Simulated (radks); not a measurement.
# Sr⁺ in [Kr] 5s1: an all-electron calculation

The task here is to estimate one member of a computed series from the others.

Method: Dirac Kohn-Sham, PBEsol, spin-unpolarised, spherical densities, finite nucleus. Code: radks (a radial shooting solver on a logarithmic mesh, Libxc functionals) version 1.

### The system

* element: strontium (Z = 38)
* charge: +1
* electrons: 37
* configuration: [Kr] 5s1
* nuclear rms radius: 4.224 fm

The outer shells:

Sr⁺
```
[Kr] core
5s [↑ ]
```

Set-up of the first run:

Input:

```text
Z 38
configuration [Kr] 5s1 4d0 5p0 6s0 4f0
relativity Dirac
functional pbe_sol,pbe_sol
spin unpolarised
j_filling average
nucleus finite rms 4.224 fm
c 137.035999084
```

Among the steps run: Self-consistent calculation.

One table of the session follows, with a row left open; its other results are not shown here.

It belongs to the step «Orbitals and density». Radial moments (bohr):

```
level      <r>  outermost maximum (interpolated)  90 % within  nodes
1s1/2  0.03918                            0.0255       0.0701      0
2s1/2   0.1723                             0.145        0.267      1
2p1/2   0.1475                             0.114        0.241      0
2p3/2   0.1517                             0.117        0.247      0
3s1/2   0.4923                             0.436        0.731      2
3p1/2   0.4916                             0.425        0.748      1
3p3/2   0.5021                             0.434        0.763      1
3d3/2        ?                                 ?            ?      ?
3d5/2   0.5000                             0.377        0.811      0
4s1/2    1.355                              1.19         1.99      3
4p1/2    1.539                              1.31         2.30      2
4p3/2    1.572                              1.33         2.35      2
5s1/2    3.890                              3.44         5.66      4
4d3/2    2.778                              1.99         4.55      1
4d5/2    2.802                              2.00         4.59      1
5p1/2    4.810                              4.23         7.03      3
5p3/2    4.885                              4.30         7.13      3
```

Q: Estimate the row for 3d3/2 from the others.

As computed: <r>: 0.4963; outermost maximum (interpolated): 0.375; 90 % within: 0.805; nodes: 0. In the column «<r>» it lies between 3s1/2 (0.4923) and 3d5/2 (0.5000).

To keep in mind: Spin polarisation and multiplet splitting are left out.
